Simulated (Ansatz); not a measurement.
# Ru: an axial (c/a) deformation path

The task here is to estimate one member of a computed series from the others.

Program: Ansatz 0.2.0. Level of theory: DFT PBEsol, scalar-relativistic, plane waves, PAW. These are calculated values, not measurements.

## The starting structure

The structure is hexagonal, space group P6_3/mmc (No. 194). The conventional cell has a = 2.706 Å, b = 2.706 Å, c = 4.282 Å, α = 90.00°, β = 90.00°, γ = 120.00°. Around Ru (site symmetry -6m2) lie 12 Ru at 2.65 to 2.71 Å.

Structure file:

```
CELL_PARAMETERS angstrom
2.70580 0.00000 0.00000
-1.35290 2.34329 0.00000
0.00000 0.00000 4.28190
ATOMIC_POSITIONS crystal
Ru 0.33333 0.66667 0.25000
Ru 0.66667 0.33333 0.75000
```

The cell is taken as given, not relaxed at this level.

The first run:

At fixed volume and fractional coordinates, lengths along (0.000, 0.000, 1.000) are scaled against those across it; ρ is that ratio over its starting value.

Contents of input.yaml:

```yaml
crystal:
  lattice:
    - [2.8564235852, 0.0, 0.0]
    - [-1.4282117926, 2.4737353888, 0.0]
    - [0.0, 0.0, 3.8422221469]
  atoms:
    - { symbol: Ru, position: [0.3333333333, 0.6666666667, 0.25] }
    - { symbol: Ru, position: [0.6666666667, 0.3333333333, 0.75] }
basis:
  ecutwfc: 420
kpoints:
  mp_grid: { grid: [24, 24, 12] }
hamiltonian:
  xc: pbesol
scf:
  occupations: { method: gaussian, width: 0.15 }
output:
  forces: true
  stress: true
  eigenvalues: true
```

Run with:

```console
ansatz run input.yaml --threads 1 --pin off --max-ram 2560MiB --backend cpu --events-out ev --progress --plain --runs-dir out
```

Among the steps run: ρ = 0.850; At ρ = 1.200; Point ρ = 0.920; At ρ = 1.100; At ρ = 0.960; At ρ = 1.050; ρ = 0.800; At ρ = 1.300.

One of the session's tables, all rows but one given; the rest of the session is left out.

| ρ | ΔE (meV/atom) | pressure (GPa) |
| --- | --- | --- |
| 0.800 | 507.2 | 11.2 |
| 0.850 | 290.4 | 4.3 |
| 0.920 | 79.2 | -2.8 |
| 0.960 | 17.3 | -5.2 |
| 1.000 | 0.0 | -6.3 |
| 1.050 | 35.6 | -5.9 |
| 1.100 | 127.2 | -3.7 |
| 1.200 | ? | ? |
| 1.300 | 814.7 | 18.6 |

Q: Estimate the row for ρ = 1.200 from the others.

Worked estimate for «ΔE (meV/atom)». A straight line through the neighbours (1.100, 127.2) and (1.300, 814.7) gives 127.2 + (814.7 − 127.2) × (1.200 − 1.100) / (1.300 − 1.100) = 470.9; a parabola fitted to 3 rows on both sides gives 406.7.

As computed: ΔE (meV/atom): 434.8; pressure (GPa): 5.3. In «ΔE (meV/atom)» the line misses by +36.1 and the parabola by -28.1.
